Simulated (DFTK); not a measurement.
# Hf in DFTK: reference runs

Aim: a first look at Hf with PBE, on the cell as given.

All numbers are computed with DFTK 0.8.2; they aren't measurements. Logs are shortened: lines on timing, memory, paths and dates and some standing lists are left out, and cuts for length are marked.

## Step 1: The structure

The cell holds a sheet with vacuum, 1 atom: a = 2.779 Å, b = 2.779 Å, c = 23.800 Å, α = 90.00°, β = 90.00°, γ = 90.00°.

The cell was built by a generator and needn't be a form met in nature.

## Step 2: Single point, PBE

Input file run.jl:

```julia
using DFTK
using PseudoPotentialData
using Unitful, UnitfulAtomic
using LinearAlgebra, Printf
include("save.jl")
disable_threading()

# lattice vectors are the columns
lattice = austrip(1u"Å") * [       2.77876            0.0            0.0;
                      0.0        2.77876            0.0;
                      0.0            0.0           23.8]
symbols   = [:Hf]
positions = [[0.0, 0.0, 0.29412]]
pseudopotentials = PseudoFamily("dojo.nc.sr.pbe.v0_4_1.standard.upf")
elements = Dict(s => ElementPsp(s, pseudopotentials) for s in unique(symbols))
atoms    = [elements[s] for s in symbols]

build_model(lattice, positions; symmetries=true) =
    model_DFT(lattice, atoms, positions;
              functionals=PBE(),
              temperature=austrip(0.05u"eV"),
              smearing=Smearing.FermiDirac(),
              symmetries)
Ecut  = 35.0  # hartree
kgrid = [10, 10, 1]
tol   = 1e-6
to_GPa = ustrip(uconvert(u"GPa", 1u"hartree/bohr^3"))

model = build_model(lattice, positions)
basis = PlaneWaveBasis(model; Ecut, kgrid)
display(basis)
scfres = self_consistent_field(basis;
                               tol,
                               nbandsalg=AdaptiveBands(model; n_bands_converge=11))
display(scfres.energies)
@printf "Fermi level: %.6f eV\n" ustrip(auconvert(u"eV", something(scfres.εF, NaN)))
forces = compute_forces_cart(scfres)
println("Forces (eV/Å)")
for (s, f) in zip(symbols, forces)
    @printf "%-3s %12.6f %12.6f %12.6f\n" s ustrip.(auconvert.(u"eV/Å", f))...
end
stress = compute_stresses_cart(scfres)
println("Stress (GPa)")
display(round.(stress * to_GPa; digits=4))
println("Levels at the first k-point (eV): ", round.(ustrip.(auconvert.(u"eV", scfres.eigenvalues[1][1:scfres.n_bands_converge])); digits=4))
save_scf!(scfres; forces, stress)
```

Potentials or basis: dojo.nc.sr.pbe.v0_4_1.standard.upf (PBE).

On the command line:

```
$ julia --threads=1 run.jl  # save.jl only writes the numbers to a file and isn't shown; printed stress counts tension as positive; times include loading and compiling
```

What it wrote:

```text
PlaneWaveBasis discretization:

    Ecut                 : 35.0 Ha
    fft_size             : (30, 30, 243), 218700 total points
    kgrid                : MonkhorstPack([10, 10, 1])
    num.   red. kpoints  : 100
    num. irred. kpoints  : 21

    Discretized Model(gga_x_pbe+gga_c_pbe, 3D):
        lattice (in Bohr)    : [5.2511    , 0         , 0         ]
                               [0         , 5.2511    , 0         ]
                               [0         , 0         , 44.9755   ]
        unit cell volume     : 1240.2 Bohr³

        atoms                : Hf
        pseudopot. family    : PseudoFamily("dojo.nc.sr.pbe.v0_4_1.standard.upf")

        num. electrons       : 12
        spin polarization    : none
        temperature          : 0.0018375 Ha
        smearing             : DFTK.Smearing.FermiDirac()

        terms                : Kinetic()
                               AtomicLocal()
                               AtomicNonlocal()
                               Ewald(nothing)
                               PspCorrection()
                               Hartree()
                               Xc(gga_x_pbe, gga_c_pbe)
                               Entropy()
n     Energy            log10(ΔE)   log10(Δρ)   Diag   Δtime
---   ---------------   ---------   ---------   ----   ------
  1   -56.31505598355                   -1.05    5.9    11.7s
  2   -56.32115122218       -2.22       -1.30    1.6    5.88s
  3   -56.32313655237       -2.70       -1.83    3.7    6.86s
  4   -56.32326417264       -3.89       -2.48    2.2    6.01s
  5   -56.32327434900       -4.99       -3.08    3.0    7.37s
  6   -56.32327450052       -6.82       -3.76    3.6    6.04s
  7   -56.32327452340       -7.64       -4.17    4.8    7.91s
  8   -56.32327452615       -8.56       -4.98    4.7    7.57s
  9   -56.32327452636       -9.68       -5.40    6.4    9.19s
 10   -56.32327452637      -10.87       -6.11    7.4    8.87s
Energy breakdown (in Ha):
    Kinetic             14.5188724
    AtomicLocal         -237.3696141
    AtomicNonlocal      2.7191591
    Ewald               69.5025574
    PspCorrection       0.2123381
    Hartree             108.3010116
    Xc                  -14.2068103
    Entropy             -0.0007887

    total               -56.323274526370
Fermi level: -2.381890 eV
Forces (eV/Å)
Hf     -0.000000     0.000000     0.000005
Stress (GPa)
3×3 StaticArraysCore.SMatrix{3, 3, Float64, 9} with indices SOneTo(3)×SOneTo(3):
 0.0605  0.0     0.0
 0.0     0.0605  0.0
 0.0     0.0     0.0016
Levels at the first k-point (eV): [-64.4768, -33.3252, -32.3864, -32.3864, -7.6267, -3.9505, -2.7117, -2.1476, 1.5623, 1.7906, 2.1658]
```

Run time: 2.5 min. Hardware: 1 thread of Intel Xeon 6975P-C (Granite Rapids), shared host; peak memory 2.4 GiB.

Results:

```yaml
Free_energy: -1532.6344 eV
Band_gap_on_the_k_mesh: none (metal or under the smearing width)
```

Caveat: there is no dipole correction across the vacuum.
